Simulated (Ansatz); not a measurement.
# doublet CH5FOSn+ at 4 levels

Aim: a comparison of 4 runs (U-wB97X/def2-SVP, UB2PLYP/def2-SVP, UPBE0/def2-SVP, UCCSD/def2-SVP) of doublet CH5FOSn+. 

The calculation is run with Ansatz 0.2.0.

97 further runs of the same task are left out: 97 set aside as unsound or not needed. Runs told in other sessions of the task aren't counted.

## Step 1: The system as given

The species is CH5FOSn+ (9 atoms), meant as a doublet with charge +1. As SMILES of the parent species, `C[O][SnH2][F]`. Geometry: relaxed at PBE0-D4/def2-TZVP. This is one conformer, not always the lowest. That shape belongs to the parent species and isn't relaxed for this state.

Bond lengths: C1–O2 1.409 Å, O2–Sn3 1.945 Å, Sn3–F4 1.923 Å, C1–H5 1.093 Å, C1–H6 1.099 Å, C1–H7 1.096 Å, Sn3–H8 1.701 Å, Sn3–H9 1.692 Å. Some angles: C1–O2–Sn3 120.6°, O2–Sn3–F4 105.1°, O2–C1–H5 108.0°, O2–C1–H6 112.6°, O2–C1–H7 111.9°, O2–Sn3–H8 110.5°, O2–Sn3–H9 106.7°, F4–Sn3–H8 104.5°, F4–Sn3–H9 107.3°, H5–C1–H6 107.7°.

## Step 2: The energy at U-wB97X/def2-SVP (core potential) (run 1)

Input file in.yaml:

```yaml
crystal:
  periodic: [false, false, false]
  atoms:
    - {symbol: C, position_ang: [0.518500, 1.372900, 0.070100]}
    - {symbol: O, position_ang: [0.868000, 0.081800, -0.373800]}
    - {symbol: Sn, position_ang: [-0.399500, -1.388400, -0.243800]}
    - {symbol: F, position_ang: [-0.697400, -1.629400, 1.640500]}
    - {symbol: H, position_ang: [1.313300, 2.060500, -0.231100]}
    - {symbol: H, position_ang: [-0.420600, 1.731700, -0.373400]}
    - {symbol: H, position_ang: [0.422100, 1.418200, 1.160900]}
    - {symbol: H, position_ang: [-1.916000, -0.924300, -0.859900]}
    - {symbol: H, position_ang: [0.399900, -2.769100, -0.806400]}
basis:
  gaussian: {orbitals: def2-SVP}
total_charge: 1
magnetization: {spin_polarized: true, initial_magnetization: 1}
hamiltonian: {xc: {name: wB97X}}
accuracy: high
output: {orbitals: {seedname: orbitals}}
```

On the command line:

```
$ ansatz run in.yaml --threads 1 --pin off --max-ram 3480MiB --events-out events.jsonl --progress --plain --runs-dir runs
```

Standard output:

```text
Warning: RAYON_NUM_THREADS=1 ignored (pool sized by the plan → 1); use --threads N
Functional definition: wB97X
  name "wB97X"
  parameter omega = 0.3/bohr
  parameter cx = 0.157706
  parameter cx1 = 0.726479
  parameter cx2 = 1.04760
  parameter cx3 = -5.70635
  parameter cx4 = 13.2794
  parameter css1 = -4.33879
  parameter css2 = 18.2308
  parameter css3 = -31.7430
  parameter css4 = 17.2901
  parameter cos1 = 2.37031
  parameter cos2 = -11.3995
  parameter cos3 = 6.58405
  parameter cos4 = -3.78132
  exchange = spin_sum(e_x_unif_sr(omega)*poly(b97_u_x, 1 - cx, cx1, cx2, cx3, cx4)) + cx*exact_x_sr(omega)
      + exact_x_lr(omega)
  correlation = spin_sum(e_c_pw_same_spin*poly(b97_u_same, 1, css1, css2, css3, css4))
      + integral(e_c_pw_opposite_spin*poly(b97_u_opposite, 1, cos1, cos2, cos3, cos4))
2254 factors; integrals over basis functions are off by at most 3.4e-9 eV
394 factors; integrals over basis functions are off by at most 1.8e-9 eV
mean field evaluation 1: about -11681.1094 eV, gradient 6.2e1 eV
mean field evaluation 2: about -11640.2944 eV, gradient 1.2e2 eV
mean field evaluation 4: about -11696.6824 eV, gradient 1.8e1 eV
mean field evaluation 8: about -11698.5420 eV, gradient 2.4e0 eV
mean field evaluation 16: about -11698.8281 eV, gradient 1.2e-1 eV
mean field evaluation 32: about -11698.8316 eV, gradient 2.7e-4 eV
mean field -11698.83164824 eV, -429.9241333197 hartree, gradient 6.1e-8 eV, S^2 0.754790; 2 other end points of the search recorded, 0 dependent functions left out
reference -11698.83164480 eV, -429.9241331936 hartree; 25, 24 occupied and 68, 69 virtual orbitals, 2254 factors
Total energy: -11698.83164480 eV, -429.9241331936 hartree
```

Run time: 2.2 min. Hardware: 1 thread of Arm Neoverse V2, shared host; peak memory 1 GiB.

## Step 3: A single-point energy at UB2PLYP/def2-SVP (core potential) (run 2)

Input file input.yaml:

```yaml
crystal:
  periodic: [false, false, false]
  atoms:
    - symbol: C
      position_ang: [0.518500, 1.372900, 0.070100]
    - symbol: O
      position_ang: [0.868000, 0.081800, -0.373800]
    - symbol: Sn
      position_ang: [-0.399500, -1.388400, -0.243800]
    - symbol: F
      position_ang: [-0.697400, -1.629400, 1.640500]
    - symbol: H
      position_ang: [1.313300, 2.060500, -0.231100]
    - symbol: H
      position_ang: [-0.420600, 1.731700, -0.373400]
    - symbol: H
      position_ang: [0.422100, 1.418200, 1.160900]
    - symbol: H
      position_ang: [-1.916000, -0.924300, -0.859900]
    - symbol: H
      position_ang: [0.399900, -2.769100, -0.806400]
basis:
  gaussian:
    orbitals: def2-SVP
total_charge: 1
hamiltonian:
  xc: {name: B2PLYP}
accuracy: high
correlation:
  frozen_orbitals: {C: 1, F: 1, H: 0, O: 1, Sn: 4}
magnetization:
  spin_polarized: true
  initial_magnetization: 1
output: {orbitals: {seedname: orbitals}}
```

On the command line:

```
$ ansatz run input.yaml --threads 1 --pin off --max-ram 3480MiB --events-out events.jsonl --progress --plain --runs-dir runs
```

Standard output, shortened:

```text
Warning: RAYON_NUM_THREADS=1 ignored (pool sized by the plan → 1); use --threads N
Functional definition: B2PLYP
  name "B2PLYP"
[...]
2254 factors; integrals over basis functions are off by at most 3.4e-9 eV
[...]
mean field -11681.10129548 eV, -429.2725548740 hartree, gradient 5.7e-8 eV, S^2 0.757187; 4 other end points of the search recorded, 0 dependent functions left out
7 core orbitals not correlated: weight in the atoms' cores, before any rotation towards them, 1.000 or more for the frozen orbitals, at most 0.000 for the correlated occupied ones
reference -11681.10132243 eV, -429.2725558644 hartree; 18, 17 occupied and 68, 69 virtual orbitals, 2254 factors
second order -19.76692019 eV of doubles, -0.00000000 eV of singles
Total energy: -11686.43839088 eV, -429.4686895125 hartree
```

Wall time 43 s (1 thread of Arm Neoverse V2, shared host); peak memory 0.67 GiB.

Run 3 isn't shown in full; the table further down has it.

## Step 4: The energy at UCCSD/def2-SVP (core potential) (run 4)

Input file input.yaml:

```yaml
basis:
  gaussian:
    orbitals: def2-SVP
crystal:
  periodic: [false, false, false]
  atoms:
    - {symbol: C, position_ang: [0.518500, 1.372900, 0.070100]}
    - {symbol: O, position_ang: [0.868000, 0.081800, -0.373800]}
    - {symbol: Sn, position_ang: [-0.399500, -1.388400, -0.243800]}
    - {symbol: F, position_ang: [-0.697400, -1.629400, 1.640500]}
    - {symbol: H, position_ang: [1.313300, 2.060500, -0.231100]}
    - {symbol: H, position_ang: [-0.420600, 1.731700, -0.373400]}
    - {symbol: H, position_ang: [0.422100, 1.418200, 1.160900]}
    - {symbol: H, position_ang: [-1.916000, -0.924300, -0.859900]}
    - {symbol: H, position_ang: [0.399900, -2.769100, -0.806400]}
total_charge: 1
magnetization:
  spin_polarized: true
  initial_magnetization: 1
correlation:
  method: ccsd
  frozen_orbitals: {C: 1, F: 1, H: 0, O: 1, Sn: 4}
accuracy: high
scf:
  omitted_lower_state_checks: [cluster_reference, increment]
```

On the command line:

```
$ ansatz run input.yaml --threads 1 --pin off --max-ram 3480MiB --events-out events.jsonl --progress --plain --runs-dir runs
```

Standard output:

```text
Warning: RAYON_NUM_THREADS=1 ignored (pool sized by the plan → 1); use --threads N
[... 15 lines left out ...]
7 core orbitals not correlated: weight in the atoms' cores, before any rotation towards them, 1.000 or more for the frozen orbitals, at most 0.000 for the correlated occupied ones
[... 43 lines left out ...]
Total energy: -11661.51826519 eV, -428.5528917846 hartree
Checks for a lower state left out: cluster_reference, increment
```

Run time: 3.2 min. Hardware: 1 thread of Arm Neoverse V2, shared host; peak memory 1.5 GiB.

## Step 5: The series

```csv
run,level,frozen core orbitals,energy (Eh),HOMO energy (eV),LUMO energy (eV),⟨S²⟩,wall time
1,U-wB97X/def2-SVP (core potential),–,-429.924133,-16.97,-10.26,0.755,2.2 min
2,UB2PLYP/def2-SVP (core potential),7,-429.468690,-15.98,-10.45,0.757,43 s
3,UPBE0/def2-SVP (core potential),–,-429.714226,-14.66,-12.45,0.755,29 s
4,UCCSD/def2-SVP (core potential),7,-428.552892,–,–,0.760,3.2 min
```

## Step 6: Results

| quantity | value |
| --- | --- |
| run 4: total energy | -428.55289 Eh |
| run 4: correlation energy (7 core orbitals frozen) | -630.5 mEh |
| run 4: ⟨S²⟩ of the reference determinant | 0.760 |
| run 4: T1 diagnostic | 0.021 |

In words: Totals of different functionals can't be ranked against each other. All runs together took 6.6 min, the longest 3.2 min.
